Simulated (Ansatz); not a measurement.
# Al3Au in Ansatz: the effect of functional

The system is Al3Au.

```
CELL_PARAMETERS angstrom
-1.98399 1.98399 3.97379
1.98399 -1.98399 3.97379
1.98399 1.98399 -3.97379
ATOMIC_POSITIONS crystal
Au 0.00000 0.00000 0.00000
Al 0.50000 0.50000 0.00000
Al 0.25000 0.75000 0.50000
Al 0.75000 0.25000 0.50000
```

The cell comes from a database or a generator and needn't be the stable form of this composition.

The cell isn't the ideal one: volume scaled by 0.94.

Alike in all runs:

* Program: Ansatz 0.2.0
* Task: single point
* Potentials or basis: Ansatz PAW
* k mesh: 9 × 9 × 9
* Occupations: fermi-dirac, width 0.05 eV
* Spin: no spin polarisation

```tsv
functional	cutoff	pressure (GPa)
LDA	420 eV (not typed: the program's choice for these potentials)	?
r2SCAN	500 eV (not typed: the program's choice for these potentials)	4.0
PBE	420 eV (not typed: the program's choice for these potentials)	7.2
```

Problem. What does the run with functional LDA give?

Solution. Pressure 1.1 GPa.

Caveats: the PAW data sets come from PBE, with cores solved anew for the run's functional, which leaves a small shift of forces and pressure (some runs).
